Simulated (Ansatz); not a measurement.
# Barium, dhcp under LDA: from relaxation to bulk modulus

The plan for barium in the dhcp structure: relax it, solve it on a dense k-mesh, then scale the cell to 7 volumes from 88 to 112 % of the relaxed one and try a fit of the equation of state. Spin polarisation is left out. The k-meshes are 8×8×3 for the relaxation; 11×11×3 for the dense run; 10×10×3 for the volumes.

Program: Ansatz 0.2.0. Level of theory: DFT LDA (PW92), plane waves (420 eV) with PAW, scalar-relativistic; PAW files made under PBE, frozen cores solved again for the functional. These are calculated values, not measurements.

## 1. Starting point

Symmetry: P6_3/mmc, No. 194, hexagonal system. Conventional cell: a = 4.454 Å, b = 4.454 Å, c = 14.548 Å, α = 90.00°, β = 90.00°, γ = 120.00°. Ba (site symmetry -3m) has 12 Ba at 4.45 Å as nearest neighbours. Around Ba (site symmetry -6m2) lie 12 Ba at 4.45 Å.

Structure file:

```xyz
4
Lattice="4.4545 0.0000 0.0000 -2.2272 3.8577 0.0000 0.0000 0.0000 14.5484" Properties=species:S:1:pos:R:3 pbc="T T T"
Ba    0.0000    0.0000    0.0000
Ba    0.0000    0.0000    7.2742
Ba    0.0000    2.5718    3.6371
Ba    2.2272    1.2859   10.9113
```

## 2. Relaxing cell and atoms

Contents of input.yaml:

```yaml
crystal:
  lattice:
    - [4.454487373, 0.0, 0.0]
    - [-2.2272436865, 3.8576992259, 0.0]
    - [0.0, 0.0, 14.5483557602]
  atoms:
    - { symbol: Ba, position: [0.0, 0.0, 0.0] }
    - { symbol: Ba, position: [0.0, 0.0, 0.5] }
    - { symbol: Ba, position: [0.3333333333, 0.6666666667, 0.25] }
    - { symbol: Ba, position: [0.6666666667, 0.3333333333, 0.75] }
hamiltonian:
  xc: lda
  pseudopotentials:
    kind: paw
    azcp:
      Ba: "pseudopotentials/Ba.paw.azcp"
basis:
  ecutwfc: 420
  fft_grid_basis: typed
kpoints:
  mp_grid: { grid: [8, 8, 3], shift: [0, 0, 0] }
magnetization:
  spin_polarized: false
scf:
  occupations: { method: fermi_dirac, width: 0.1 }
relax:
  max_steps: 60
  f_tol: 0.01
  cell: {}
output:
  write_density: true
  write_potential: true
  elf: true
  volumetric_format: npy
```

The runs that follow: Dense single point; Equation of state: 88 %; Equation of state: 92 %; Equation of state: 96 %; Equation of state: 100 %; Equation of state: 104 %; Equation of state: 108 %; Equation of state: 112 %.

What does the calculation give? Wanted: space group; conventional cell; volume; shortest distance; gap on the mesh; relative to bcc; V₀, B₀, B₀′.

**Answer**, as computed:

```
                      quantity                                    value
space group (spins left aside)                       P6_3/mmc (No. 194)
             conventional cell  a = 4.242 Å, c = 13.811 Å (c/a = 3.256)
                        volume                           53.804 Å³/atom
             shortest distance                                  4.233 Å
               gap on the mesh             none (levels filled in part)
               relative to bcc                             +13 meV/atom
                   V₀, B₀, B₀′             53.491 Å³/atom, 9.1 GPa, 2.5
```

What this shows: The relaxation shrank the cell by 13.9 % in volume. Against the reference form of barium (bcc, computed apart with the same settings) it stands 13 meV/atom higher. Levels at the Fermi energy are filled in part, as in a metal. The fitted modulus is 9.1 GPa, a soft solid; letting shape and positions relax at each volume could only lower it. Relaxation kept the symmetry; phonons were not checked.
